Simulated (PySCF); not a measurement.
# H2O4Os (Os(O)3(H2O)): the cost of one run

Program: PySCF 2.14.0. Level of theory: several levels, as the steps say, no spin–orbit coupling. These are calculated values, not measurements.

3 further runs of the same task are left out: 2 for a known fault of the program, 1 set aside as unsound or not needed.

### 1 The system as given

7 atoms, charge 0, spin multiplicity 3.

Bond lengths: Os1–O2 1.761 Å, Os1–O3 1.719 Å, Os1–O4 1.761 Å, O5–H6 0.977 Å, O5–H7 0.977 Å. Angles: O2–Os1–O3 117.5°, O2–Os1–O4 111.3°, O3–Os1–O4 117.5°, H6–O5–H7 107.4°.

As a file:

```xyz
7

Os   -0.1168   -0.2248    0.2248
O     0.7213    1.1806    0.8759
O    -0.7741   -1.3482    1.3482
O     0.7213   -0.8759   -1.1806
O    -0.8555    1.3212   -1.3212
H    -1.3755    2.0579   -0.9439
H    -1.3755    0.9439   -2.0579
```

Formal oxidation states: Os +6. An earlier session relaxed this geometry at TPSS, Os def2-SVP with ECP60, O def2-SVP, H def2-SVP (triplet, point group Cs).

At TPSS on the finer grid: E = -392.590861 Eh, HOMO -4.92 eV, LUMO -4.63 eV (over both spins), ⟨S²⟩ = 2.012, Mulliken charge on Os1 +0.85 e, largest force component 0.019 eV/Å. 

Levels to run: PBE0; wB97X; TPSSh; BP86; TPSS, TZVP; TPSS, x2c-SVP. Hardware: 2 threads of Arm Neoverse V2, shared host.

### 2 PBE0

run.py (the lines that set the calculation) reads:

```python
mol = gto.M(atom='''
Os    -0.11679    -0.22475     0.22475
O      0.72133     1.18062     0.87588
O     -0.77408    -1.34822     1.34822
O      0.72133    -0.87588    -1.18062
O     -0.85552     1.32122    -1.32122
H     -1.37548     2.05786    -0.94386
H     -1.37548     0.94386    -2.05786''',
    basis={'Os': 'def2-SVP', 'O': 'def2-SVP', 'H': 'def2-SVP'},
    ecp={'Os': 'def2-SVP'},
    charge=0, spin=2)
mf = dft.UKS(mol, xc='PBE0')
mf.grids.atom_grid = (75, 302)
mf = mf.density_fit()  # fitting sets: Os def2-universal-JKFIT, O def2-universal-JKFIT, H def2-universal-JKFIT
mf.conv_tol = 1e-08; mf.max_cycle = 55
mf.kernel(dm0)  # dm0: the density of the relaxed state
```

On the command line:

```sh
$ OMP_NUM_THREADS=2 python run.py
```

**Question.** How long does this run take on 2 threads of Arm Neoverse V2, shared host?

About 6.6 s.
